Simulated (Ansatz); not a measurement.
# GaSi3H9: one species, many methods

An exercise on one series of results from a longer session: the logs are not shown, and one member is left open.

Computed with Ansatz 0.2.0, Gaussian basis. Level: functionals in def2-TZVPP, the program's frozen cores in correlated methods.

Levels to be run: PBE-D4, r2SCAN-D4, PBE0-D4, B3LYP-D4, ωB97X-V, ωB97M-V, B2PLYP; CCSD(T)/def2-TZVPP; MP2/def2-QZVPP; extrapolation to the limit.

**Structure used throughout**

An earlier PBE0-D4 in a triple-zeta def2 set relaxation fixed the geometry.

13 atoms, charge 0, spin multiplicity 1.

Atoms are counted from 1 here; the program's logs count them from 0.

Bond lengths: Si1–Si2 2.335 Å, Si1–H5 1.482 Å, Si1–H6 1.489 Å, Si1–H7 1.517 Å, Si2–H8 1.489 Å, Si2–H9 1.481 Å, Si2–H10 1.516 Å, Ga3–Si4 2.605 Å, Si4–H11 1.498 Å, Si4–H12 1.497 Å, Si4–H13 1.498 Å. Angles: Si2–Si1–H5 113.6°, Si2–Si1–H6 111.8°, Si2–Si1–H7 106.4°, H5–Si1–H6 109.9°, H5–Si1–H7 110.5°, H6–Si1–H7 104.2°, Si1–Si2–H8 111.9°, Si1–Si2–H9 113.4°, Si1–Si2–H10 106.5°, H8–Si2–H9 110.0°, H8–Si2–H10 104.3°, H9–Si2–H10 110.2°, Ga3–Si4–H11 104.4°, Ga3–Si4–H12 128.0°, Ga3–Si4–H13 106.1°, H11–Si4–H12 105.4°, H11–Si4–H13 105.4°, H12–Si4–H13 105.6°.

Set-up of the first run:

Contents of in.yaml:

```yaml
crystal:
  periodic: [false, false, false]
  atoms:
    - {symbol: Si, position_ang: [-0.908966, 1.379274, -0.313581]}
    - {symbol: Si, position_ang: [-0.310350, -0.440916, -1.648071]}
    - {symbol: Ga, position_ang: [-1.268821, -1.351702, 1.232004]}
    - {symbol: Si, position_ang: [1.217029, -0.615701, 1.482688]}
    - {symbol: H, position_ang: [0.250296, 2.166370, 0.169467]}
    - {symbol: H, position_ang: [-1.877956, 2.275495, -1.002178]}
    - {symbol: H, position_ang: [-1.691432, 0.813329, 0.855745]}
    - {symbol: H, position_ang: [-1.044348, -0.443889, -2.943070]}
    - {symbol: H, position_ang: [1.147674, -0.539418, -1.891130]}
    - {symbol: H, position_ang: [-0.806611, -1.682341, -0.932466]}
    - {symbol: H, position_ang: [1.962360, -1.892683, 1.725817]}
    - {symbol: H, position_ang: [2.052709, 0.153710, 0.508268]}
    - {symbol: H, position_ang: [1.298716, 0.143674, 2.771406]}
basis:
  gaussian: {orbitals: def2-TZVPP}
hamiltonian: {xc: pbe, dispersion: d4}
output: {forces: true, orbitals: {seedname: orbitals}}
```

Started as:

```bash
> ansatz run in.yaml --threads 4 --pin off --events-out ev --progress --plain --max-ram 10444MiB
```

Steps of the session up to this table: PBE-D4 (GGA); r2SCAN-D4 (meta-GGA); PBE0-D4 (hybrid); B3LYP-D4 (hybrid); ωB97X-V (range-separated); ωB97M-V (range-separated); B2PLYP (double hybrid); CCSD(T) in def2-TZVPP; MP2 in def2-QZVPP.

One of the session's tables, all rows but one given; the rest of the session is left out.

| method | atomisation energy (kJ/mol) |
| --- | --- |
| PBE-D4 | 3415.0 |
| r2SCAN-D4 | 3455.6 |
| PBE0-D4 | ? |
| B3LYP-D4 | 3459.8 |
| ωB97X-V | 3480.5 |
| ωB97M-V | 3450.6 |
| B2PLYP | 3382.2 |
| HF/def2-TZVPP | 2582.3 |
| MP2/def2-TZVPP | 3312.4 |
| CCSD/def2-TZVPP | 3345.5 |
| CCSD(T)/def2-TZVPP | 3379.9 |
| MP2/CBS | 3400.1 |
| CCSD(T)/CBS | 3467.7 |

Estimate the missing values for PBE0-D4.

As computed: atomisation energy (kJ/mol): 3411.0. In the column «atomisation energy (kJ/mol)» it lies between MP2/CBS (3400.1) and PBE-D4 (3415.0).

To keep in mind: Free atoms (3 Si, 1 Ga, 9 H) were run apart at each level; the atomisation energy is their sum less the molecule, without zero-point or spin-orbit terms.
